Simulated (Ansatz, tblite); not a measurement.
# C₁₈H₁₈: rung by rung

The task here is to estimate one member of a computed series from the others.

The runs use Ansatz 0.2.0, Gaussian basis; as each input shows.

The runs, in order: GFN1-xTB, GFN2-xTB, PBE-D4/def2-TZVP, r2SCAN-D4/def2-TZVP, r2SCANh-D4/def2-TZVP, BLYP-D4/def2-TZVP, revPBE-D4/def2-TZVP, PBE-D4/def2-SVP, PBE0-D4/def2-SVP, CCSD(T)/def2-SVP, MP2/def2-TZVP, RPA/def2-TZVP.

**The geometry**

The geometry is that of the singlet, from an earlier relaxation (PBE-D4/def2-SVP).

36 atoms, charge 0, spin multiplicity 1.

Bond lengths: C1–C2 1.223 Å, C1–H19 1.081 Å, C2–C3 1.460 Å, C3–C4 1.541 Å, C3–H20 1.113 Å, C3–H21 1.114 Å, C4–C5 1.529 Å, C4–H22 1.110 Å, C4–H23 1.112 Å, C5–C6 1.542 Å, C5–H24 1.113 Å, C5–H25 1.113 Å, C6–C7 1.511 Å, C6–H26 1.111 Å, C6–H27 1.110 Å, C7–C8 1.410 Å, C7–C18 1.409 Å, C8–C9 1.399 Å and more. Angles: C2–C1–H19 179.6°, C1–C2–C3 178.7°, C2–C3–C4 113.8°, C2–C3–H20 109.2°, C2–C3–H21 109.1°, C4–C3–H20 109.4°, C4–C3–H21 109.6°, H20–C3–H21 105.5°, C3–C4–C5 112.5°, C3–C4–H22 109.0°, C3–C4–H23 109.0°, C5–C4–H22 110.2°, C5–C4–H23 109.9°, H22–C4–H23 106.0°, C4–C5–C6 114.2°, C4–C5–H24 109.3°, C4–C5–H25 109.4°, C6–C5–H24 108.7° and more.

Coordinates:

| atom | x (Å) | y (Å) | z (Å) |
| --- | --- | --- | --- |
| C1 | 5.2146 | 1.7949 | 2.4382 |
| C2 | 4.9083 | 0.7834 | 1.8232 |
| C3 | 4.5267 | -0.4059 | 1.0670 |
| C4 | 3.4912 | -0.1324 | -0.0412 |
| C5 | 3.1346 | -1.3911 | -0.8330 |
| C6 | 2.1000 | -1.1609 | -1.9532 |
| C7 | 0.7361 | -0.7541 | -1.4445 |
| C8 | -0.1814 | -1.7224 | -0.9882 |
| C9 | -1.4306 | -1.3559 | -0.4754 |
| C10 | -1.8163 | 0.0012 | -0.3935 |
| C11 | -3.1412 | 0.3930 | 0.1475 |
| C12 | -4.2868 | -0.4040 | -0.0804 |
| C13 | -5.5378 | -0.0321 | 0.4299 |
| C14 | -5.6732 | 1.1451 | 1.1832 |
| C15 | -4.5450 | 1.9477 | 1.4186 |
| C16 | -3.2949 | 1.5762 | 0.9064 |
| C17 | -0.8970 | 0.9711 | -0.8512 |
| C18 | 0.3509 | 0.5992 | -1.3657 |
| H19 | 5.4889 | 2.6843 | 2.9872 |
| H20 | 4.1244 | -1.1721 | 1.7676 |
| H21 | 5.4394 | -0.8619 | 0.6202 |
| H22 | 2.5788 | 0.3045 | 0.4164 |
| H23 | 3.8925 | 0.6447 | -0.7276 |
| H24 | 4.0585 | -1.8166 | -1.2838 |
| H25 | 2.7476 | -2.1690 | -0.1372 |
| H26 | 2.4844 | -0.3842 | -2.6486 |
| H27 | 2.0062 | -2.0954 | -2.5453 |
| H28 | 0.0932 | -2.7891 | -1.0321 |
| H29 | -2.1152 | -2.1352 | -0.1074 |
| H30 | -4.1976 | -1.3146 | -0.6924 |
| H31 | -6.4171 | -0.6647 | 0.2321 |
| H32 | -6.6556 | 1.4372 | 1.5842 |
| H33 | -4.6374 | 2.8688 | 2.0148 |
| H34 | -2.4118 | 2.1974 | 1.1211 |
| H35 | -1.1778 | 2.0349 | -0.8289 |
| H36 | 1.0406 | 1.3782 | -1.7282 |

PBE0-D4/def2-TZVP was run before; its log isn't repeated, and its numbers join the tables.

The first run:

Tight binding, by tblite at 300 K electronic temperature and without a spin-polarisation term:

```python
tblite.interface.Calculator('GFN1-xTB', numbers, positions, charge=0, uhf=0).singlepoint()
```

Tight binding, by tblite at 300 K electronic temperature and without a spin-polarisation term:

```python
tblite.interface.Calculator('GFN2-xTB', numbers, positions, charge=0, uhf=0).singlepoint()
```

start.molden holds the orbitals of an earlier run on this state, given as this run's starting guess.

in.yaml reads:

```yaml
crystal:
  periodic: [false, false, false]
  atoms:
    - {symbol: C, position_ang: [5.214601, 1.794915, 2.438225]}
    - {symbol: C, position_ang: [4.908286, 0.783397, 1.823204]}
    - {symbol: C, position_ang: [4.526714, -0.405942, 1.066974]}
    - {symbol: C, position_ang: [3.491187, -0.132448, -0.041186]}
    - {symbol: C, position_ang: [3.134592, -1.391149, -0.832969]}
    - {symbol: C, position_ang: [2.099965, -1.160868, -1.953184]}
    - {symbol: C, position_ang: [0.736080, -0.754058, -1.444489]}
    - {symbol: C, position_ang: [-0.181445, -1.722421, -0.988201]}
    - {symbol: C, position_ang: [-1.430618, -1.355909, -0.475432]}
    - {symbol: C, position_ang: [-1.816306, 0.001233, -0.393500]}
    - {symbol: C, position_ang: [-3.141209, 0.392980, 0.147529]}
    - {symbol: C, position_ang: [-4.286812, -0.404010, -0.080447]}
    - {symbol: C, position_ang: [-5.537771, -0.032095, 0.429913]}
    - {symbol: C, position_ang: [-5.673160, 1.145126, 1.183173]}
    - {symbol: C, position_ang: [-4.545036, 1.947691, 1.418621]}
    - {symbol: C, position_ang: [-3.294854, 1.576241, 0.906437]}
    - {symbol: C, position_ang: [-0.897005, 0.971061, -0.851165]}
    - {symbol: C, position_ang: [0.350934, 0.599241, -1.365717]}
    - {symbol: H, position_ang: [5.488895, 2.684293, 2.987236]}
    - {symbol: H, position_ang: [4.124362, -1.172136, 1.767607]}
    - {symbol: H, position_ang: [5.439361, -0.861860, 0.620223]}
    - {symbol: H, position_ang: [2.578774, 0.304483, 0.416410]}
    - {symbol: H, position_ang: [3.892494, 0.644670, -0.727572]}
    - {symbol: H, position_ang: [4.058484, -1.816635, -1.283846]}
    - {symbol: H, position_ang: [2.747592, -2.169010, -0.137218]}
    - {symbol: H, position_ang: [2.484435, -0.384229, -2.648574]}
    - {symbol: H, position_ang: [2.006209, -2.095377, -2.545332]}
    - {symbol: H, position_ang: [0.093152, -2.789078, -1.032086]}
    - {symbol: H, position_ang: [-2.115216, -2.135158, -0.107383]}
    - {symbol: H, position_ang: [-4.197602, -1.314643, -0.692361]}
    - {symbol: H, position_ang: [-6.417141, -0.664749, 0.232114]}
    - {symbol: H, position_ang: [-6.655577, 1.437189, 1.584245]}
    - {symbol: H, position_ang: [-4.637380, 2.868787, 2.014800]}
    - {symbol: H, position_ang: [-2.411843, 2.197431, 1.121105]}
    - {symbol: H, position_ang: [-1.177777, 2.034891, -0.828896]}
    - {symbol: H, position_ang: [1.040646, 1.378157, -1.728230]}
basis:
  gaussian: {orbitals: def2-TZVP, fitting: {mean_field: def2-universal-jkfit}, initial_orbitals: start.molden}
hamiltonian: {xc: pbe, dispersion: d4}
scf: {omitted_lower_state_checks: [starts]}
output: {orbitals: {seedname: orbitals}}
```

Command:

```bash
> ansatz run in.yaml --threads 2 --pin off --events-out ev --progress --plain --max-ram 32768MiB --backend cuda --devices 0, --max-vram 18GiB
```

Among the steps run: PBE-D4/def2-TZVP; r2SCAN-D4/def2-TZVP; r2SCANh-D4/def2-TZVP; BLYP-D4/def2-TZVP; revPBE-D4/def2-TZVP; PBE-D4/def2-SVP; PBE0-D4/def2-SVP; CCSD(T)/def2-SVP; MP2/def2-TZVP; RPA/def2-TZVP.

One table of the session follows, with a row left open; its other results are not shown here.

It belongs to the step «Binding energy». 

```
              method  binding an atom (eV)
         HF/def2-SVP                 3.741
        HF/def2-TZVP                 3.646
     PBE-D4/def2-SVP                 5.160
    PBE-D4/def2-TZVP                 5.091
 revPBE-D4/def2-TZVP                 4.969
   BLYP-D4/def2-TZVP                 4.923
 r2SCAN-D4/def2-TZVP                 4.946
r2SCANh-D4/def2-TZVP                 4.917
    PBE0-D4/def2-SVP                 5.070
   PBE0-D4/def2-TZVP                 4.996
        MP2/def2-SVP                 4.860
       MP2/def2-TZVP                 4.889
       CCSD/def2-SVP                 4.687
    CCSD(T)/def2-SVP                     ?
```

**Question.** Estimate the row for CCSD(T)/def2-SVP.

As computed: binding an atom (eV): 4.757. In the column «binding an atom (eV)» it lies between CCSD/def2-SVP (4.687) and MP2/def2-SVP (4.860).

Limits of these values: Free atoms were run apart at each level; binding is atoms less cluster, divided by the number of atoms, without zero-point or spin-orbit terms.
